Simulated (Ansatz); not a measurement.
# LaGa3Cu: the cost of one run

Program: Ansatz 0.2.0. Level of theory: reference: DFT r2SCAN, plane waves, PAW, scalar-relativistic, no spin polarisation. These are calculated values, not measurements.

## Step 1: The starting structure

The structure is tetragonal, space group I4mm (No. 107). The conventional cell has a = 4.264 Å, b = 4.264 Å, c = 10.568 Å, α = 90.00°, β = 90.00°, γ = 90.00°. La (site symmetry 4mm) is surrounded by 4 Cu at 3.24 Å and 12 Ga at 3.25 to 3.41 Å. Around Cu (site symmetry 4mm) lie 5 Ga at 2.40 to 2.57 Å. Ga (site symmetry 2mm) is surrounded by 2 Cu at 2.57 Å and 2 Ga at 2.58 Å. Ga (site symmetry 4mm) is surrounded by 1 Cu at 2.40 Å and 4 Ga at 2.58 Å.

Structure file:

```cif
data_structure
_symmetry_space_group_name_H-M 'I4mm'
_symmetry_Int_Tables_number 107
_cell_length_a 4.2637
_cell_length_b 4.2637
_cell_length_c 10.5680
_cell_angle_alpha 90.000
_cell_angle_beta 90.000
_cell_angle_gamma 90.000
_cell_volume 192.12
loop_
_atom_site_label
_atom_site_type_symbol
_atom_site_symmetry_multiplicity
_atom_site_Wyckoff_symbol
_atom_site_fract_x
_atom_site_fract_y
_atom_site_fract_z
_atom_site_occupancy
La1 La 2 a 0.50000 0.50000 0.37240 1
Cu1 Cu 2 a 0.00000 0.00000 0.48470 1
Ga1 Ga 4 b 0.00000 0.50000 0.12042 1
Ga2 Ga 2 a 0.00000 0.00000 0.25780 1
```

## Step 2: The reference run

Contents of input.yaml:

```yaml
crystal:
  lattice:
    - [0.0, 4.263684, 0.0]
    - [4.263684, 0.0, 0.0]
    - [2.131842, 2.131842, -5.283995]
  atoms:
    - { symbol: La, position: [0.1276, 0.1276, 0.7448] }
    - { symbol: Cu, position: [0.5153, 0.5153, 0.9694] }
    - { symbol: Ga, position: [0.87958, 0.37958, 0.24084] }
    - { symbol: Ga, position: [0.37958, 0.87958, 0.24084] }
    - { symbol: Ga, position: [0.7422, 0.7422, 0.5156] }
  symmetry: { tolerance: 0.0003 }
kpoints:
  mp_grid: { grid: [5, 5, 5], shift: [0, 0, 0] }
magnetization:
  spin_polarized: false
scf:
  occupations: { method: fermi_dirac, width: 0.1231 }
hamiltonian:
  pseudopotentials: { kind: paw }
  xc: r2scan
basis:
  ecutwfc: 500
output:
  forces: true
  stress: true
  eigenvalues: true
  write_density: true
  write_potential: true
  elf: true
  volumetric_format: npy
```

Run with:

```console
ansatz run input.yaml --threads 1 --pin off --max-ram 2560MiB --backend cpu --events-out ev --progress --plain --runs-dir out
```

**Question.** How long does this run take on 1 thread of Intel Xeon Platinum 8375C at 2.90GHz (Ice Lake), shared host, and how much memory does it need?

About 23 s, with a peak of 0.6 GiB.
